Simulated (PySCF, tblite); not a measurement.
# C₇H₁₃OP: geometry, infrared bands and NMR shifts

Aim: predict the infrared bands and NMR shifts of C₇H₁₃OP (`C1CP(C2CC2)CCO1`).

Computed with tblite 0.8.0 and PySCF 2.14.0, with density-fitted response routines of our own, on a single molecule in the gas phase. Atoms count from 0, in the outputs and in this text.

### Step 1. Starting geometry

22 atoms, charge 0, multiplicity 1; geometry from: force field or distance geometry start.

Bonds of the start (Å): C0–C1 1.52, C1–P2 1.88, P2–C3 1.83, C3–C4 1.51, C4–C5 1.50, P2–C6 1.86, C6–C7 1.53, C7–O8 1.43, O8–C0 1.44, C5–C3 1.50, C0–H9 1.10, C0–H10 1.10, C1–H11 1.09, C1–H12 1.08, C3–H13 1.08, C4–H14 1.08, C4–H15 1.09, C5–H16 1.09, C5–H17 1.08, C6–H18 1.10, C6–H19 1.09, C7–H20 1.10, C7–H21 1.10.

### Step 2. Optimising the geometry with GFN2-xTB

What the job is given:

```
{"job": {"kind": "relax", "xc": "GFN2-xTB", "basis": "xTB"}, "charge": 0, "multiplicity": 1}
C     -2.325100     1.106500     0.093300
C     -0.828800     1.357400     0.030000
P      0.085000    -0.069900     0.839500
C      1.711800     0.089200     0.016500
C      2.850900    -0.689200     0.638500
C      2.785400     0.806600     0.776800
C     -0.711000    -1.366900    -0.234300
C     -2.229700    -1.261000    -0.137300
O     -2.715000    -0.033200    -0.688400
H     -2.852900     1.974000    -0.330900
H     -2.703300     0.988500     1.119600
H     -0.569900     2.278200     0.559800
H     -0.512900     1.441200    -0.995600
H      1.710100     0.187900    -1.057800
H      3.594500    -1.090700    -0.037800
H      2.681800    -1.287800     1.529900
H      3.495700     1.405500     0.211700
H      2.580300     1.201800     1.765400
H     -0.375500    -2.354900     0.103400
H     -0.392900    -1.222400    -1.263900
H     -2.605900    -1.374400     0.890200
H     -2.683100    -2.066800    -0.735500
```

Command:

```bash
$ OMP_NUM_THREADS=1 python probes_run.py task.json out
```

The driver reads the jobs from task.json and runs them one after another.

**Question.** This job is followed by: GFN2-xTB harmonic vibrations, gas phase; GIAO PBE0/pcSseg-1 NMR shielding, non-relativistic, gas phase. Predict these results of the whole session: strongest single infrared mode (GFN2-xTB); zero-point energy (GFN2-xTB); 13C shifts against TMS (PBE0/pcSseg-1, means over atoms taken as alike); 1H shifts against TMS (PBE0/pcSseg-1, means over atoms taken as alike); 31P shifts against H3PO4 (PBE0/pcSseg-1); 17O shifts against H2O (PBE0/pcSseg-1); surface potential, 1st and 99th percentile.

As calculated:

| quantity | value |
| --- | --- |
| strongest single infrared mode (GFN2-xTB) | 2845 cm⁻¹, 101 km/mol |
| zero-point energy (GFN2-xTB) | 116.6 kcal/mol |
| 13C shifts against TMS (PBE0/pcSseg-1, means over atoms taken as alike) | 70.4, 32.4, 16.1, 4.7 ppm |
| 1H shifts against TMS (PBE0/pcSseg-1, means over atoms taken as alike) | 3.93, 1.69, 0.69, 0.46, 0.31 ppm |
| 31P shifts against H3PO4 (PBE0/pcSseg-1) | -52.3 ppm |
| 17O shifts against H2O (PBE0/pcSseg-1) | 52.4 ppm |
| surface potential, 1st and 99th percentile | -1.49 V and 0.73 V |

What this shows: Over 24 steps the energy fell by 0.082 eV; of the close pairs, C0–O8 changed most, 1.436 to 1.407 Å. All 60 modes are real, so the xTB geometry is a minimum. GFN2-xTB is a fitted tight-binding method: band positions and strengths are rough. Its intensities can rank the bands wrongly. The most deshielded carbon is C0, C7 (mean) (sp3 CH2 bonded to O), at 70.4 ppm: pulled downfield by the heteroatom. H9, H10, H20, H21 (mean) (hydrogen on an sp3 CH2 bonded to O) lies farthest downfield among hydrogen, at 3.93 ppm; its carbon carries O, which withdraws density. At PBE0/pcSseg-1: Shielding is most anisotropic at P2 (span 132 ppm, paramagnetic term -597 ppm).
